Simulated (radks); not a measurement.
# Valence configurations of Ir⁺

An exercise on one series of results from a longer session: the logs are not shown, and one member is left open.

Program: radks (a radial shooting solver on a logarithmic mesh, Libxc functionals) version 1. Level of theory: Dirac Kohn-Sham, BLYP, spin-unpolarised, spherical densities, finite nucleus; open shells fill j = l - 1/2 first. These are calculated values, not measurements, unless marked.

## The atom as given

* element: iridium (Z = 77)
* charge: +1
* electrons: 76
* configuration: [Xe] 4f14 5d7 6s1
* nuclear rms radius: 5.4032 fm
* others tried: 4f13 5d7 6s1 6p1; 4f14 5d7 6p1; 4f14 5d8; 4f12 5d7 6s1 6p2; 4f14 5d5 6s1 6p2; 4f13 5d6.5 6s1.5 6p1; 4f13.5 5d7 6s1 6p0.5; 4f13 5d6 6s1 6p2; 4f11 5d7 6s2 6p2

Set-up of the first run:

The run's settings:

```text
Z 77
configuration [Xe] 4f14 5d7 6s1
relativity Dirac
functional b88,lyp
spin unpolarised
j_filling energy
nucleus finite rms 5.4032 fm
c 137.035999084
```

Steps of the session up to this table: [Xe] 4f14 5d7 6s1.

One of the session's tables, all rows but one given; the rest of the session is left out.

It belongs to the step «[Xe] 4f14 5d7 6s1». Sizes of the orbitals, from the radial functions (bohr):

| level | <r> | outermost maximum (interpolated) | 90 % within | nodes |
| --- | --- | --- | --- | --- |
| 5s1/2 | 0.9789 | 0.891 | 1.40 | 4 |
| 5p1/2 | 1.065 | 0.947 | 1.55 | 3 |
| 4f5/2 | 0.5316 | 0.393 | 0.863 | 0 |
| 4f7/2 | 0.5393 | 0.397 | 0.876 | 0 |
| 5p3/2 | 1.165 | 1.03 | 1.70 | 3 |
| 5d3/2 | 1.643 | 1.28 | 2.56 | 2 |
| 5d5/2 | 1.710 | 1.32 | 2.68 | 2 |
| 6s1/2 | ? | ? | ? | ? |

Estimate the missing values for 6s1/2.

**Answer.** <r>: 2.720; outermost maximum (interpolated): 2.33; 90 % within: 3.99; nodes: 5. In the column «<r>» it is the highest.
